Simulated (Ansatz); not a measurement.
AlSn under changes of volume

One of the cells (25.236 Å³/atom); the others are scaled copies at fixed shape and fractional positions:

```
CELL_PARAMETERS angstrom
4.19811 0.00000 0.00000
-2.09905 3.63567 0.00000
0.00000 0.00000 3.30685
ATOMIC_POSITIONS crystal
Sn 0.33333 0.66667 0.50000
Al 0.00000 0.00000 0.00000
```

The cell comes from a database or a generator and needn't be the stable form of this composition.

- Program: Ansatz 0.2.0
- Functional: LDA
- Potentials or basis: Ansatz PAW
- Cutoff: 420 eV (not typed: the program's choice for these potentials)
- k mesh: 7 × 7 × 8
- Occupations: fermi-dirac, width 0.05 eV
- Spin: no spin polarisation

| volume (Å³/atom) | energy over the lowest point (meV/atom) | pressure (GPa) |
| --- | --- | --- |
| 23.722 | 0.00 | 0.2 |
| 24.227 | 1.23 | -1.0 |
| 24.731 | 6.08 | -2.1 |
| 25.236 | 14.13 | -3.0 |
| 25.741 | ? | ? |
| 26.245 | 38.21 | -4.6 |
| 26.750 | 53.54 | -5.2 |

Q: What does the run at 25.741 Å³/atom give?

A: Energy over the lowest point 24.98 meV/atom; pressure -3.9 GPa.

Worked out: A Birch-Murnaghan fit of order 3 (a polynomial in V^(-2/3)) to the other rows has its minimum at 23.82 Å³/atom with B0 = V·E''(V) = 61 GPa and B' = 5.4 at fixed shape and positions, which overstates the stiffness. It gives 24.98 meV/atom at 25.741 Å³/atom, against the run's 24.98, and -dE/dV = -3.8 GPa, against -3.9.

Energies are extrapolated to zero smearing.

Caveats: the PAW data sets come from PBE, with cores solved anew for the run's functional, which leaves a small shift of forces and pressure.
